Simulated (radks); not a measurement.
# Shell filling in a hard-walled sphere of radius 1.76 bohr*, with a point charge of +2 at the centre, N = 20 to 23

Which level does each new electron take in a hard-walled sphere of radius 1.76 bohr*, with a point charge of +2 at the centre, and at which counts is the dot hardest to charge further? Each count tries a few candidate levels and keeps the lowest.

Method: non-relativistic spin-polarised Kohn-Sham, LDA (Slater exchange, Perdew-Wang correlation), spherically averaged shells; computed with radks, version 2.

### 1 The system

```
well                     : a hard-walled sphere of radius 1.76 bohr*, with a point charge of +2 at the centre
functional               : LDA (Slater exchange, Perdew-Wang correlation)
levels                   : named by radial order: 1s, 1p, 1d, 2s, 1f and so on
units                    : effective atomic units, hartree* and bohr*
configuration carried in : 1s2 1p6 1d10 2s(up 1, down 0) (N = 19, energy 174.533211)
```

The runs follow, count by count.

### 2 Electron number 20

Candidate: add 2s down. The run's settings:

```ini
kind = hard wall
xc = PW
radius = 1.76  # bohr
z = 2  # e
electrons = 20
background = 0  # e
configuration = 1s2 1p6 1d10 2s2
```

Run with:

```
> python run_model.py task.json out
```

task.json names the series; the program runs every candidate in turn, and a move starts from the lowest state found so far. In the records, mag is the spin moment and err the last SCF error; their hartree and bohr are effective units.

From the run's result record (rounded, not every field):

```text
status: converged
energy_total [hartree]: 192.828847
energy_kinetic [hartree]: 92.58315
energy_external [hartree]: -43.09685
energy_hartree [hartree]: 160.7201
energy_xc [hartree]: -17.37752
energy_background [hartree]: 0.0
orbitals [level, occupation, hartree, mean radius in bohr]:
  - ["1s up", 1, 15.0087, 0.94531]
  - ["1p up", 3, 16.4247, 1.12953]
  - ["1d up", 5, 18.1966, 1.20387]
  - ["2s up", 1, 18.7715, 0.787827]
  - ["1s down", 1, 15.0087, 0.94531]
  - ["1p down", 3, 16.4247, 1.12953]
  - ["1d down", 5, 18.1966, 1.20387]
  - ["2s down", 1, 18.7715, 0.787827]
r2_mean [bohr^2]: 1.343913
mag [bohr magneton]: 0
err: 3.6e-10
alpha [bohr^3]: 1.636209
```

Candidate: add 1f up. Changed: configuration = 1s2 1p6 1d10 2s(up 1, down 0) 1f(up 1, down 0).

Result:

```text
status: converged
energy_total [hartree]: 194.573737
energy_kinetic [hartree]: 93.76509
energy_external [hartree]: -40.82963
energy_hartree [hartree]: 159.0119
energy_xc [hartree]: -17.37365
energy_background [hartree]: 0.0
orbitals [level, occupation, hartree, mean radius in bohr]:
  - ["1s up", 1, 14.7965, 0.904093]
  - ["1p up", 3, 16.33, 1.122]
  - ["1d up", 5, 18.1278, 1.20087]
  - ["2s up", 1, 18.3814, 0.806862]
  - ["1f up", 1, 20.3856, 1.25347]
  - ["1s down", 1, 14.8944, 0.921332]
  - ["1p down", 3, 16.3807, 1.12266]
  - ["1d down", 5, 18.1763, 1.20058]
r2_mean [bohr^2]: 1.370141
mag [bohr magneton]: 2
err: 9.3e-10
```

Candidate: add 1f down. Changed: configuration = 1s2 1p6 1d10 2s(up 1, down 0) 1f(up 0, down 1).

Result:

```text
status: converged
energy_total [hartree]: 194.589402
energy_kinetic [hartree]: 93.76803
energy_external [hartree]: -40.82363
energy_hartree [hartree]: 159.0039
energy_xc [hartree]: -17.35892
energy_background [hartree]: 0.0
orbitals [level, occupation, hartree, mean radius in bohr]:
  - ["1s up", 1, 14.8157, 0.901069]
  - ["1p up", 3, 16.3585, 1.12113]
  - ["1d up", 5, 18.1594, 1.20049]
  - ["2s up", 1, 18.396, 0.808989]
  - ["1s down", 1, 14.8723, 0.924059]
  - ["1p down", 3, 16.3504, 1.1235]
  - ["1d down", 5, 18.1431, 1.20095]
  - ["1f down", 1, 20.4005, 1.25336]
r2_mean [bohr^2]: 1.37028
mag [bohr magneton]: 0
err: 1.1e-09
```

| candidate | configuration | above the lowest (hartree*) |
| --- | --- | --- |
| add 2s down | 1s2 1p6 1d10 2s2 | lowest |
| add 1f up | 1s2 1p6 1d10 2s(up 1, down 0) 1f(up 1, down 0) | 1.74 |
| add 1f down | 1s2 1p6 1d10 2s(up 1, down 0) 1f(up 0, down 1) | 1.76 |

Kept: 1s2 1p6 1d10 2s2.

From the same record, its empty bound levels (hartree) and its density (bohr, e/bohr³):

```text
empty: [["1f up", 20.442], ["2p up", 22.867], ["1g up", 23.141], ["1f down", 20.442], ["2p down", 22.867], ["1g down", 23.141]]
r: [0.04637, 0.1342, 0.2219, 0.3097, 0.3975, 0.4853, 0.5731, 0.6609, 0.7487, 0.8365, 0.9243, 1.012, 1.1, 1.188, 1.275, 1.363, 1.451, 1.539, 1.627, 1.714]
n: [7.642, 5.367, 3.777, 2.679, 1.943, 1.482, 1.232, 1.145, 1.178, 1.287, 1.427, 1.55, 1.608, 1.563, 1.399, 1.122, 0.7762, 0.4306, 0.1599, 0.01871]
```

### 3 21 electrons

Candidate: add 1f up. The run's settings:

```ini
kind = hard wall
xc = PW
radius = 1.76  # bohr
z = 2  # e
electrons = 21
background = 0  # e
configuration = 1s2 1p6 1d10 2s2 1f(up 1, down 0)
```

From the run's result record (rounded, not every field):

```text
status: converged
energy_total [hartree]: 213.615396
energy_kinetic [hartree]: 100.8206
energy_external [hartree]: -44.62899
energy_hartree [hartree]: 175.9004
energy_xc [hartree]: -18.47668
energy_background [hartree]: 0.0
orbitals [level, occupation, hartree, mean radius in bohr]:
  - ["1s up", 1, 15.7433, 0.952771]
  - ["1p up", 3, 17.1373, 1.13338]
  - ["1d up", 5, 18.8962, 1.20652]
  - ["2s up", 1, 19.5034, 0.783959]
  - ["1f up", 1, 21.1312, 1.25698]
  - ["1s down", 1, 15.7652, 0.950231]
  - ["1p down", 3, 17.1664, 1.13261]
  - ["1d down", 5, 18.928, 1.20618]
  - ["2s down", 1, 19.5179, 0.785661]
r2_mean [bohr^2]: 1.362809
mag [bohr magneton]: 1
err: 2.1e-10
```

Candidate: add 2p up. Changed: configuration = 1s2 1p6 1d10 2s2 2p(up 1, down 0).

Result:

```text
status: converged
energy_total [hartree]: 216.123229
energy_kinetic [hartree]: 102.5768
energy_external [hartree]: -45.44032
energy_hartree [hartree]: 177.4624
energy_xc [hartree]: -18.47565
energy_background [hartree]: 0.0
orbitals [level, occupation, hartree, mean radius in bohr]:
  - ["1s up", 1, 15.8547, 0.969539]
  - ["1p up", 3, 17.2026, 1.13782]
  - ["1d up", 5, 18.9465, 1.20887]
  - ["2s up", 1, 19.6882, 0.777042]
  - ["2p up", 1, 23.7239, 0.909132]
  - ["1s down", 1, 15.897, 0.975775]
  - ["1p down", 3, 17.2275, 1.13965]
  - ["1d down", 5, 18.965, 1.20948]
  - ["2s down", 1, 19.7516, 0.771311]
r2_mean [bohr^2]: 1.340706
mag [bohr magneton]: 1
err: 4.4e-10
```

| candidate | configuration | above the lowest (hartree*) |
| --- | --- | --- |
| add 1f up | 1s2 1p6 1d10 2s2 1f(up 1, down 0) | lowest |
| add 2p up | 1s2 1p6 1d10 2s2 2p(up 1, down 0) | 2.51 |

The series goes on from 1s2 1p6 1d10 2s2 1f(up 1, down 0).

### 4 Electron number 22

Candidate: add 1f up. The run's settings:

```ini
kind = hard wall
xc = PW
radius = 1.76  # bohr
z = 2  # e
electrons = 22
background = 0  # e
configuration = 1s2 1p6 1d10 2s2 1f(up 2, down 0)
```

From the run's result record (rounded, not every field):

```text
status: converged
energy_total [hartree]: 235.091681
energy_kinetic [hartree]: 109.0844
energy_external [hartree]: -46.15859
energy_hartree [hartree]: 191.7771
energy_xc [hartree]: -19.61128
energy_background [hartree]: 0.0
orbitals [level, occupation, hartree, mean radius in bohr]:
  - ["1s up", 1, 16.4773, 0.959999]
  - ["1p up", 3, 17.8503, 1.1371]
  - ["1d up", 5, 19.5968, 1.20909]
  - ["2s up", 1, 20.2357, 0.780217]
  - ["1f up", 2, 21.8216, 1.2589]
  - ["1s down", 1, 16.52, 0.955127]
  - ["1p down", 3, 17.9067, 1.13566]
  - ["1d down", 5, 19.6582, 1.20846]
  - ["2s down", 1, 20.2634, 0.783482]
r2_mean [bohr^2]: 1.380292
mag [bohr magneton]: 2
err: 3.2e-10
```

Candidate: add 1f down. Changed: configuration = 1s2 1p6 1d10 2s2 1f(up 1, down 1).

Result:

```text
status: converged
energy_total [hartree]: 235.123667
energy_kinetic [hartree]: 109.0847
energy_external [hartree]: -46.15801
energy_hartree [hartree]: 191.776
energy_xc [hartree]: -19.57906
energy_background [hartree]: 0.0
orbitals [level, occupation, hartree, mean radius in bohr]:
  - ["1s up", 1, 16.498, 0.957651]
  - ["1p up", 3, 17.8776, 1.13641]
  - ["1d up", 5, 19.6264, 1.20879]
  - ["2s up", 1, 20.2489, 0.781787]
  - ["1f up", 1, 21.8524, 1.25877]
  - ["1s down", 1, 16.498, 0.957651]
  - ["1p down", 3, 17.8776, 1.13641]
  - ["1d down", 5, 19.6264, 1.20879]
  - ["2s down", 1, 20.2489, 0.781787]
  - ["1f down", 1, 21.8524, 1.25877]
r2_mean [bohr^2]: 1.380307
mag [bohr magneton]: 0
err: 1.2e-10
```

Candidate: add 2p up. Changed: configuration = 1s2 1p6 1d10 2s2 1f(up 1, down 0) 2p(up 1, down 0).

Result:

```text
status: converged
energy_total [hartree]: 237.639729
energy_kinetic [hartree]: 110.8425
energy_external [hartree]: -46.97087
energy_hartree [hartree]: 193.3606
energy_xc [hartree]: -19.59248
energy_background [hartree]: 0.0
orbitals [level, occupation, hartree, mean radius in bohr]:
  - ["1s up", 1, 16.5867, 0.976777]
  - ["1p up", 3, 17.9143, 1.14155]
  - ["1d up", 5, 19.6458, 1.21144]
  - ["2s up", 1, 20.4217, 0.77331]
  - ["1f up", 1, 21.8612, 1.26038]
  - ["2p up", 1, 24.4542, 0.908257]
  - ["1s down", 1, 16.6507, 0.980674]
  - ["1p down", 3, 17.9674, 1.14266]
  - ["1d down", 5, 19.6951, 1.21174]
  - ["2s down", 1, 20.4988, 0.769134]
r2_mean [bohr^2]: 1.359036
mag [bohr magneton]: 2
err: 3.8e-10
```

Candidate: move 1f up to 1f down: the same state as a run above.

| candidate | configuration | above the lowest (hartree*) |
| --- | --- | --- |
| add 1f up | 1s2 1p6 1d10 2s2 1f(up 2, down 0) | lowest |
| add 1f down | 1s2 1p6 1d10 2s2 1f(up 1, down 1) | 0.0320 |
| add 2p up | 1s2 1p6 1d10 2s2 1f(up 1, down 0) 2p(up 1, down 0) | 2.55 |
| move 1f up to 1f down | 1s2 1p6 1d10 2s2 1f(up 1, down 1) | 0.0320 |

The series goes on from 1s2 1p6 1d10 2s2 1f(up 2, down 0).

### 5 23 electrons

Candidate: add 1f up. The run's settings:

```ini
kind = hard wall
xc = PW
radius = 1.76  # bohr
z = 2  # e
electrons = 23
background = 0  # e
configuration = 1s2 1p6 1d10 2s2 1f(up 3, down 0)
```

From the run's result record (rounded, not every field):

```text
status: converged
energy_total [hartree]: 257.258827
energy_kinetic [hartree]: 117.3749
energy_external [hartree]: -47.68559
energy_hartree [hartree]: 208.3485
energy_xc [hartree]: -20.77902
energy_background [hartree]: 0.0
orbitals [level, occupation, hartree, mean radius in bohr]:
  - ["1s up", 1, 17.2104, 0.967023]
  - ["1p up", 3, 18.5634, 1.1407]
  - ["1d up", 5, 20.2979, 1.2116]
  - ["2s up", 1, 20.9681, 0.776587]
  - ["1f up", 3, 22.5129, 1.26078]
  - ["1s down", 1, 17.2732, 0.959993]
  - ["1p down", 3, 18.6457, 1.13865]
  - ["1d down", 5, 20.3873, 1.21069]
  - ["2s down", 1, 21.008, 0.781292]
r2_mean [bohr^2]: 1.396544
mag [bohr magneton]: 3
err: 4.4e-10
```

Candidate: add 1f down. Changed: configuration = 1s2 1p6 1d10 2s2 1f(up 2, down 1).

Result:

```text
status: converged
energy_total [hartree]: 257.320721
energy_kinetic [hartree]: 117.3755
energy_external [hartree]: -47.68455
energy_hartree [hartree]: 208.3465
energy_xc [hartree]: -20.7167
energy_background [hartree]: 0.0
orbitals [level, occupation, hartree, mean radius in bohr]:
  - ["1s up", 1, 17.2301, 0.964836]
  - ["1p up", 3, 18.5891, 1.14008]
  - ["1d up", 5, 20.3258, 1.21133]
  - ["2s up", 1, 20.9803, 0.778042]
  - ["1f up", 2, 22.5419, 1.26066]
  - ["1s down", 1, 17.251, 0.962505]
  - ["1p down", 3, 18.6165, 1.1394]
  - ["1d down", 5, 20.3555, 1.21103]
  - ["2s down", 1, 20.9935, 0.779603]
  - ["1f down", 1, 22.5727, 1.26053]
r2_mean [bohr^2]: 1.396571
mag [bohr magneton]: 1
err: 2e-10
```

Candidate: add 2p up. Changed: configuration = 1s2 1p6 1d10 2s2 1f(up 2, down 0) 2p(up 1, down 0).

Result:

```text
status: converged
energy_total [hartree]: 259.846043
energy_kinetic [hartree]: 119.1351
energy_external [hartree]: -48.49878
energy_hartree [hartree]: 209.9532
energy_xc [hartree]: -20.74347
energy_background [hartree]: 0.0
orbitals [level, occupation, hartree, mean radius in bohr]:
  - ["1s up", 1, 17.318, 0.983787]
  - ["1p up", 3, 18.6263, 1.14515]
  - ["1d up", 5, 20.346, 1.21394]
  - ["2s up", 1, 21.1554, 0.769712]
  - ["1f up", 2, 22.5516, 1.26225]
  - ["2p up", 1, 25.1845, 0.907427]
  - ["1s down", 1, 17.4027, 0.985531]
  - ["1p down", 3, 18.706, 1.14563]
  - ["1d down", 5, 20.424, 1.21396]
  - ["2s down", 1, 21.2449, 0.766958]
r2_mean [bohr^2]: 1.376066
mag [bohr magneton]: 3
err: 3.4e-10
```

Candidate: move 1f up to 1f down: the same state as a run above.

| candidate | configuration | above the lowest (hartree*) |
| --- | --- | --- |
| add 1f up | 1s2 1p6 1d10 2s2 1f(up 3, down 0) | lowest |
| add 1f down | 1s2 1p6 1d10 2s2 1f(up 2, down 1) | 0.0619 |
| add 2p up | 1s2 1p6 1d10 2s2 1f(up 2, down 0) 2p(up 1, down 0) | 2.59 |
| move 1f up to 1f down | 1s2 1p6 1d10 2s2 1f(up 2, down 1) | 0.0619 |

Lowest: 1s2 1p6 1d10 2s2 1f(up 3, down 0).

### 6 Trends over these counts

| N | configuration | unpaired | chemical potential (hartree*) | addition energy (hartree*) | rms radius (bohr*) |
| --- | --- | --- | --- | --- | --- |
| 20 | 1s2 1p6 1d10 2s2 | 0 | 18.30 | 2.49 | 1.16 |
| 21 | 1s2 1p6 1d10 2s2 1f(up 1, down 0) | 1 | 20.79 | 0.690 | 1.17 |
| 22 | 1s2 1p6 1d10 2s2 1f(up 2, down 0) | 2 | 21.48 | 0.691 | 1.17 |
| 23 | 1s2 1p6 1d10 2s2 1f(up 3, down 0) | 3 | 22.17 | - | 1.18 |

Chemical potential E(N) - E(N-1); addition energy E(N+1) + E(N-1) - 2E(N).

Density of N = 23:

r (bohr*), 4πr² × density and a bar:
```
     0.05       0.21 
     0.18       1.78 ##
     0.31       3.19 ###
     0.44       4.06 ####
     0.57       5.01 ####
     0.71       7.20 ######
     0.84      11.77 ##########
     0.97      19.14 #################
     1.10      27.81 #########################
     1.23      33.87 ##############################
     1.36      32.33 #############################
     1.50      21.41 ###################
     1.63       6.92 ######
     1.76       0.01
```

### 7 Summary of results

```
                quantity                                      value
      closed shells at N                                         20
 largest addition energy  2.49 hartree* at N = 20 (of N = 20 to 22)
 most unpaired electrons                                3 at N = 23
polarisability at N = 20                               1.636 bohr*³
 configuration at N = 23          1s2 1p6 1d10 2s2 1f(up 3, down 0)
```

What this shows: Shells close at N = 20, and the second difference peaks there. Among the lowest states kept at each count, up to 3 electrons are unpaired (N = 23), since exchange favours parallel spins. Only a few candidates are tried at each count, so a lower state may have been missed.
